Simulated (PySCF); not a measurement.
# C₃H₁₂Ge₂OS: NMR shifts in solvents

Computed with PySCF 2.14.0, with density-fitted response routines of our own, on a single molecule, in the gas phase or a continuum. Atoms are numbered from 0 throughout.

**1. Starting geometry**

19 atoms, charge 0, multiplicity 1; geometry from: GFN2-xTB.

Bonds of the start (Å): C0–C1 1.52, C1–O2 1.41, O2–Ge3 1.78, Ge3–Ge4 2.42, Ge3–S5 2.24, S5–C6 1.82, C0–H7 1.09, C0–H8 1.09, C0–H9 1.09, C1–H10 1.10, C1–H11 1.10, Ge3–H12 1.53, Ge4–H13 1.50, Ge4–H14 1.50, Ge4–H15 1.50, C6–H16 1.09, C6–H17 1.09, C6–H18 1.08.

**2. Relaxing the molecule at PBE0-D3(BJ)/def2-SVP**

Job settings and geometry (Å):

```
{"job": {"xc": "PBE0", "basis": "def2-SVP", "d3": "d3bj", "grid": 1, "kind": "geom"}, "charge": 0, "multiplicity": 1}
C      1.871669    -0.887774     0.401634
C      1.630339    -0.116824    -0.887190
O      0.270357    -0.042766    -1.244387
Ge    -0.998947     0.754071    -0.279846
Ge    -0.099581     2.665871     0.903565
S     -1.956035    -0.789844     1.027440
C     -2.237422    -2.065759    -0.241028
H      1.396257    -0.372788     1.237851
H      1.448097    -1.886631     0.325472
H      2.938581    -0.966156     0.593508
H      2.045744     0.897162    -0.789410
H      2.132462    -0.613762    -1.724786
H     -1.948128     1.007832    -1.454111
H      0.879625     3.439504     0.065645
H      0.647650     2.282443     2.149425
H     -1.141051     3.652217     1.329506
H     -2.879027    -1.670456    -1.023879
H     -1.286220    -2.381993    -0.657837
H     -2.724174    -2.895096     0.260967
```

On the command line:

```console
> OMP_NUM_THREADS=1 python probes_run.py task.json out
```

The driver reads the jobs from task.json and runs them one after another.

**Question.** How long does this first job take on 1 thread of Arm Neoverse V2, shared host, and how much memory does it need?

About 6.8 min, with a peak of 0.93 GiB.
